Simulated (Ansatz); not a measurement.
# ZnC2: the cost of one run

Program: Ansatz 0.2.0. Level of theory: DFT PBE, scalar-relativistic, plane waves, PAW. These are calculated values, not measurements.

3 further runs of the same task are left out: 3 set aside as unsound or not needed.

## Step 1: The structure to begin with

Symmetry: R-3m, No. 166, trigonal system. Conventional cell: a = 2.848 Å, b = 2.848 Å, c = 12.904 Å, α = 90.00°, β = 90.00°, γ = 120.00°. Zn (site symmetry -3m) is surrounded by 6 C at 1.96 Å. C (site symmetry 3m) is surrounded by 3 Zn at 1.96 Å.

As a file:

```
Zn C
1.0
     1.42415    0.82223    4.30130
    -1.42415    0.82223    4.30130
     0.00000   -1.64447    4.30130
Zn C
1 2
Cartesian
  0.0000 0.0000 0.0000
  0.0000 0.0000 9.6779
  0.0000 0.0000 3.2260
```

This is candidate A: cadmium chloride type (R-3m, No. 166).

(A quick probe on a coarse mesh, which set the mesh and smearing, is not shown.)

## Step 3: Coarse relaxation (candidate A)

input.yaml reads:

```yaml
crystal:
  lattice:
    - [1.4241499014, 0.8222333289, 4.301297018]
    - [-1.4241499014, 0.8222333289, 4.301297018]
    - [0.0, -1.6444666578, 4.301297018]
  atoms:
    - { symbol: Zn, position: [0.0, 0.0, 0.0] }
    - { symbol: C, position: [0.75, 0.75, 0.75] }
    - { symbol: C, position: [0.25, 0.25, 0.25] }
basis:
  ecutwfc: 420
kpoints:
  mp_grid: { grid: [6, 6, 6] }
hamiltonian:
  xc: pbe
scf:
  occupations: { method: gaussian, width: 0.1 }
  lower_state_search: "off"
output:
  forces: true
  stress: true
  eigenvalues: true
relax:
  adjacent_minimum: "off"
  f_tol: 0.04
  max_steps: 70
  cell: { stress_tol: 0.4 }
```

On the command line:

```bash
ansatz run input.yaml --threads 1 --pin off --max-ram 2560MiB --backend cpu --events-out ev --progress --plain --runs-dir out
```

**Question.** How long does this run take on 1 thread of Arm Neoverse V1, shared host, and how much memory does it need?

About 62 s, with a peak of 0.3 GiB.
